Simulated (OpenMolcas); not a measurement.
# Ir⁵⁺ among point charges: CASSCF and CASPT2 levels and susceptibility

How does a field of 2 point charges split the states of Ir⁵⁺, and what χT follows?

The numbers are computed with OpenMolcas 26.06 (state-averaged CASSCF and CASPT2, spin-orbit coupling by RASSI with atomic mean-field integrals), except any that are marked as measured or tabulated.

### Step 1. Starting point

```
Species                           : Ir⁵⁺ (iridium, Z = 77, 72 electrons)
Basis                             : ANO-RCC-VTZP [8s7p5d3f1g], 84 functions
Scalar Hamiltonian                : DKH2, point nucleus
Inactive shells                   : 1s 2s 2p 3s 3p 3d 4s 4p 4d 4f 5s 5p
Active space                      : 4 electrons in 5 orbitals (5d)
Some configurations of this space : 5d⁴
Orbitals                          : optimised for each spin and parity, averaged over all roots
```

Outer shells as boxes (Hund's rule):

5d4
```
5d [↑ ][↑ ][↑ ][↑ ][  ]
```

The ion sits among 2 point charges of -0.8 e arranged as a linear pair (D∞h), 2.09 Å from the ion.

The work runs as a chain of OpenMolcas steps in one folder; each step below is one input file. Labels, J, g values, rates, χT and fits are worked out afterwards by a script from the matrices that RASSI stores. The input lists half of the charges; inversion (Group=XYZ) makes the rest.

### Step 2. Basis and integrals

Contents of a.inp:

```
&GATEWAY
Coord
1

Ir 0.0 0.0 0.0
Basis=ANO-RCC-VTZP
Group=XYZ
NoMove
AngMom=0.0 0.0 0.0
AMFI
XField
1 Angstrom 0
0.000000 0.000000 2.090000 -0.800000
&SEWARD
```

Command:

```
$ OMP_NUM_THREADS=1 MOLCAS_MEM=1689 MOLCAS_PROJECT=a pymolcas a.inp > a.log
```

### Step 3. Reference wave functions, quintets of even parity, 5 roots

Contents of a.inp:

```
&RASSCF
FileOrb=start.orb
Symmetry=1
Spin=5
nActEl=4 0 0
Inactive=15 19
Ras2=5 0
CIRoot=5 5 1
SDav=5
CIMx=300
Iter=120 100
PrWF=0.3
OrbListing=Nothing
MaxOrb=0
>>> COPY $Project.JobIph JOB001
```

start.orb holds the contracted functions of the basis, ordered by shell, or the orbitals of the step before.

### Step 4. CASSCF: triplets of even parity, 45 roots

Contents of a.inp:

```
&RASSCF
FileOrb=start.orb
Symmetry=1
Spin=3
nActEl=4 0 0
Inactive=15 19
Ras2=5 0
CIRoot=45 45 1
SDav=45
CIMx=300
Iter=120 100
PrWF=0.3
OrbListing=Nothing
MaxOrb=0
>>> COPY $Project.JobIph JOB002
```

### Step 5. CASSCF: singlets of even parity, 50 roots

Contents of a.inp:

```
&RASSCF
FileOrb=start.orb
Symmetry=1
Spin=1
nActEl=4 0 0
Inactive=15 19
Ras2=5 0
CIRoot=50 50 1
SDav=50
CIMx=300
Iter=120 100
PrWF=0.3
OrbListing=Nothing
MaxOrb=0
>>> COPY $Project.JobIph JOB003
```

### Step 6. State interaction with spin-orbit coupling

Contents of a.inp:

```
&RASSI
NrOfJobIphs=3 5 45 50
1 2 3 4 5
1 2 3 4 5 6 7 8 9 10 11 12 13 14 15 16 17 18 19 20 21 22 23 24 25 26 27
28 29 30 31 32 33 34 35 36 37 38 39 40 41 42 43 44 45
1 2 3 4 5 6 7 8 9 10 11 12 13 14 15 16 17 18 19 20 21 22 23 24 25 26 27
28 29 30 31 32 33 34 35 36 37 38 39 40 41 42 43 44 45 46 47 48 49 50
IphNames
JOB001
JOB002
JOB003
EJob
SpinOrbit
DIPRint=1.0
SOCoupling=1000.0
Subsets=2
Property=9
'ANGMOM' 1 'ANGMOM' 2 'ANGMOM' 3 'MLTPL  1' 1 'MLTPL  1' 2 'MLTPL  1' 3
'AMFI' 1 'AMFI' 2 'AMFI' 3
SOProperty=3
'ANGMOM' 1 'ANGMOM' 2 'ANGMOM' 3
```

### Step 7. CASPT2: IPEA 0.25, imaginary shift 0.1 (closed shells correlated: 5s 5p)

Contents of a.inp:

```
>>> COPY JOB001 $Project.JobIph
&CASPT2
Multistate=5 1 2 3 4 5
NoMult
Frozen=14 16
IPEA=0.25
Imaginary=0.1
MaxIter=60
WThr=0.0 0.3 0.05
PrWF=0.5
NoMix
>>> COPY JOB002 $Project.JobIph
&CASPT2
Multistate=45 1 2 3 4 5 6 7 8 9 10 11 12 13 14 15 16 17 18 19 20 21 22
23 24 25 26 27 28 29 30 31 32 33 34 35 36 37 38 39 40 41 42 43 44 45
NoMult
Frozen=14 16
IPEA=0.25
Imaginary=0.1
MaxIter=60
WThr=0.0 0.3 0.05
PrWF=0.5
NoMix
>>> COPY JOB003 $Project.JobIph
&CASPT2
Multistate=50 1 2 3 4 5 6 7 8 9 10 11 12 13 14 15 16 17 18 19 20 21 22
23 24 25 26 27 28 29 30 31 32 33 34 35 36 37 38 39 40 41 42 43 44 45 46
47 48 49 50
NoMult
Frozen=14 16
IPEA=0.25
Imaginary=0.1
MaxIter=60
WThr=0.0 0.3 0.05
PrWF=0.5
NoMix
```

(Steps that only read results are left out.)

**Question.** What will these runs give? Wanted: spin-free ground state; first state of the same spin within the active space; lowest level; next level.

**Answer**, as computed:

| quantity | value |
| --- | --- |
| method | SS-CASPT2, IPEA 0.25, imaginary shift 0.1 (closed shells correlated: 5s 5p) |
| spin-free ground state | 5Sigma, 1-fold in its orbital part |
| first state of the same spin within the active space | 5Pi at 2840 cm⁻¹ |
| lowest level | 1-fold |
| next level | 4821.8 cm⁻¹ |
| χT at 300 K | 0.05 cm³ K/mol |
| effective moment at 300 K | 0.63 μB |

Cost by method:

| method | time of its own steps | time with the reference |
| --- | --- | --- |
| A. CASSCF | 27 s | 27 s |
| B. SS-CASPT2, IPEA 0.25, imaginary shift 0.1, +5s 5p | 18 s | 45 s |

Times are of one thread on a shared host.

In words: The spin-free ground state (5Sigma) comes to 100 % from free-ion D terms and keeps the highest spin of the shell. χT at 300 K is 0.05, against 3.01 cm³ K/mol for the spin alone, so spin-orbit coupling lowers it. An active space of the d shell alone favours high spin; real ions in strong fields can be low spin. CASPT2 does not keep the components of a term degenerate, and the means are used. The field of point charges can differ much from that of real complexes. With metal d orbitals alone active, the gaps between spin states are rough; where two lie within a few thousand cm-1, their order is open. Point charges carry no covalency, so the field is a model and not that of real ligands.
